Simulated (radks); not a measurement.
# A spherical quantum dot from 31 to 37 electrons

Aim: add electrons one at a time to a parabolic well with ω = 0.895 hartree*, try the lowest free levels for each, keep the configuration of least energy, and see where shells close.

Program: radks, version 2. Model: non-relativistic spin-polarised Kohn-Sham, LDA (Slater exchange, Perdew-Wang correlation), spherically averaged shells. All values are calculated.

## 1. The system

```
well                     : a parabolic well with ω = 0.895 hartree*
functional               : LDA (Slater exchange, Perdew-Wang correlation)
levels                   : named by radial order: 1s, 1p, 1d, 2s, 1f and so on
units                    : effective atomic units, hartree* and bohr*
configuration carried in : 1s2 1p6 1d10 2s2 1f(up 7, down 3) (N = 30, energy 255.652291)
```

The runs that follow: N = 31; 32 electrons; 33 electrons; Electron number 34; N = 35; 36 electrons; 37 electrons.

**Question.** What will these runs give? Wanted: closed shells at N; largest addition energy; most unpaired electrons; polarisability at N = 34; configuration at N = 37.

The runs gave:

```
                quantity                                       value
      closed shells at N                                          34
 largest addition energy  0.393 hartree* at N = 34 (of N = 31 to 36)
 most unpaired electrons                          3 at N = 31 and 37
polarisability at N = 34                                42.45 bohr*³
 configuration at N = 37      1s2 1p6 1d10 2s2 1f14 2p(up 3, down 0)
```

What this shows: Shells close at N = 34, and the second difference peaks there. Among the lowest states kept at each count, up to 3 electrons are unpaired (N = 31), since exchange favours parallel spins. In a parabolic well without a central charge the polarisability is N/ω² whatever the interaction, here 42.45. The model keeps every shell spherical, so real clusters and dots, which can deform, may order levels otherwise.
